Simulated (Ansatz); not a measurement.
Predict the output of the script below (Ansatz's Python interface).

Script `run_torsion.py`:
```python
"""Energy of C4H5Si(-) as one group turns about a bond."""

import warnings

import ansatz
from ase import Atoms

config = {
    "basis": "def2-SVP",
    "xc": "R2SCAN0",
    "net_charge": -1,
    "fmax": 0.02,
}

warnings.simplefilter("ignore", ansatz.DeckWarning)

atoms = Atoms(["C", "C", "C", "C", "Si", "H", "H", "H", "H", "H"], positions=[
    (-2.3086, 0.5918, -0.3109),
    (-1.5045, -0.4064, 0.0687),
    (-0.0921, -0.289, -0.0024),
    (1.103, -0.1929, -0.0609),
    (2.9574, -0.0398, -0.1552),
    (-1.9137, 1.5303, -0.6874),
    (-3.3866, 0.4872, -0.2497),
    (-1.9225, -1.3356, 0.4436),
    (3.6129, -1.3348, 0.1607),
    (3.4547, 0.9893, 0.7935),
])

# start the scan from a relaxed geometry
first = (
    ansatz.Crystal.molecule_from_ase(atoms).calculation()
    .basis(gaussian=config["basis"])
    .functional(config["xc"])
    .charge(config["net_charge"])
    .relax(force_tolerance=config["fmax"], max_steps=80)
)
atoms.positions = first.run(threads=1, pin="off").report["positions_ang"]

start = atoms.get_dihedral(2, 1, 0, 5)
energies = {}
for turn in range(0, 360, 30):
    turned = atoms.copy()
    turned.set_dihedral(2, 1, 0, 5, start + turn, indices=[0, 5, 6])
    model = (
        ansatz.Crystal.molecule_from_ase(turned).calculation()
        .basis(gaussian=config["basis"])
        .functional(config["xc"])
        .charge(config["net_charge"])
    )
    energies[round((start + turn) % 360)] = model.run(threads=1, pin="off").report["free_energy_ev"]
floor = min(energies.values())
print("dihedral C2-C1-C0-H5 (deg)   E - E(min) (kJ/mol)")
for angle, e in sorted(energies.items()):
    print(f"{angle:8d} {96.485332 * (e - floor):14.3f}  " + "#" * int(30 * (e - floor) / max(max(energies.values()) - floor, 1e-9)))
```

Running `python run_torsion.py` prints:
```text
dihedral C2-C1-C0-H5 (deg)   E - E(min) (kJ/mol)
       0          0.000
      30         42.193  ###
      60        161.315  ##############
      90        331.988  #############################
     120        162.066  ##############
     150         42.464  ###
     180          0.031
     210         42.248  ###
     240        161.402  ##############
     270        332.059  ##############################
     300        161.990  ##############
     330         42.420  ###
```

Notes:
- The scan is rigid and the energies are electronic, in a modest basis. With rigid groups the curve can differ much from the relaxed path, the start wasn't checked as a minimum of this torsion, and equivalent turns needn't return to the same energy.
- Anions want diffuse functions, which this basis lacks.
- It ran for 2 min on 1 thread of Arm Neoverse V1 (shared host), peak memory 0.29 GiB.

(Lines on the test bed's own set-up are left out of the output.)
